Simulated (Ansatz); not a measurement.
# Ti3CuBr: from a guess to a relaxed structure

Aim: relax a trial structure of Ti3CuBr and see where it ends.

Program: Ansatz 0.2.0. Level of theory: DFT PBE, scalar-relativistic, plane waves, PAW. These are calculated values, not measurements.

## 1. The system as given

Symmetry: Pm-3m, No. 221, cubic system. Conventional cell: a = 4.399 Å, b = 4.399 Å, c = 4.399 Å, α = 90.00°, β = 90.00°, γ = 90.00°. Ti (site symmetry 4/mmm) is surrounded by 2 Br at 2.20 Å. Cu (site symmetry m-3m) is surrounded by 12 Ti at 3.11 Å. Br (site symmetry m-3m) has 6 Ti at 2.20 Å as nearest neighbours.

As a file:

```cif
data_structure
_symmetry_space_group_name_H-M 'P 1'
_symmetry_Int_Tables_number 1
_cell_length_a 4.3993
_cell_length_b 4.3993
_cell_length_c 4.3993
_cell_angle_alpha 90.000
_cell_angle_beta 90.000
_cell_angle_gamma 90.000
_cell_volume 85.15
loop_
_atom_site_label
_atom_site_type_symbol
_atom_site_fract_x
_atom_site_fract_y
_atom_site_fract_z
_atom_site_occupancy
Ti1 Ti 0.00000 0.50000 0.50000 1
Ti2 Ti 0.50000 0.00000 0.50000 1
Ti3 Ti 0.50000 0.50000 0.00000 1
Cu1 Cu 0.00000 0.00000 0.00000 1
Br1 Br 0.50000 0.50000 0.50000 1
```

A structure generator made this guess: species swapped into a database cell of Mn3IrN (Pm-3m, No. 221), with Ti on the Mn sites, Cu on the Ir sites and Br on the N sites. The dimensions are guesses.

## 2. Probe: one point on a coarse mesh

Input file input.yaml:

```yaml
crystal:
  lattice:
    - [4.39934207, 0.0, 0.0]
    - [0.0, 4.39934207, 0.0]
    - [0.0, 0.0, 4.39934207]
  atoms:
    - { symbol: Ti, position: [0.0, 0.5, 0.5], spin: 1.0 }
    - { symbol: Ti, position: [0.5, 0.0, 0.5], spin: 1.0 }
    - { symbol: Ti, position: [0.5, 0.5, 0.0], spin: 1.0 }
    - { symbol: Cu, position: [0.0, 0.0, 0.0], spin: 1.0 }
    - { symbol: Br, position: [0.5, 0.5, 0.5] }
basis:
  ecutwfc: 420
kpoints:
  mp_grid: { grid: [4, 4, 4] }
hamiltonian:
  xc: pbe
scf:
  occupations: { method: gaussian, width: 0.1 }
  lower_state_search: "off"
output:
  forces: true
  stress: true
  eigenvalues: true
  populations: true
magnetization:
  spin_polarized: true
```

Command:

```bash
$ ansatz run input.yaml --threads 1 --pin off --max-ram 2560MiB --backend cpu --events-out ev --progress --plain --runs-dir out
```

Further runs follow: rough relaxation on the coarse mesh; final relaxation.

**Question.** What will these runs give? Wanted: conventional cell; volume; energy over the elements; gap on the mesh; total moment.

**Answer**, as computed:

```
                              quantity                                                                      value
symmetry at the end (tolerance 0.05 Å)                                                space group Pm-3m (No. 221)
                     conventional cell  a = 4.632 Å, b = 4.632 Å, c = 4.632 Å, α = 90.00°, β = 90.00°, γ = 90.00°
                                volume                                                              19.87 Å³/atom
              energy over the elements                                                              +0.68 eV/atom
                       gap on the mesh                                                               none (metal)
                          total moment                                                               1.30 μB/cell
```

**Reading.** The space group Pm-3m (No. 221) is kept, and the volume per atom grows by 16.7 % from the first guess. With a positive formation energy it can't be a ground state. No finished test with a distortion of lower symmetry is shown, so the end may be a saddle point. Other magnetic orders were not searched.
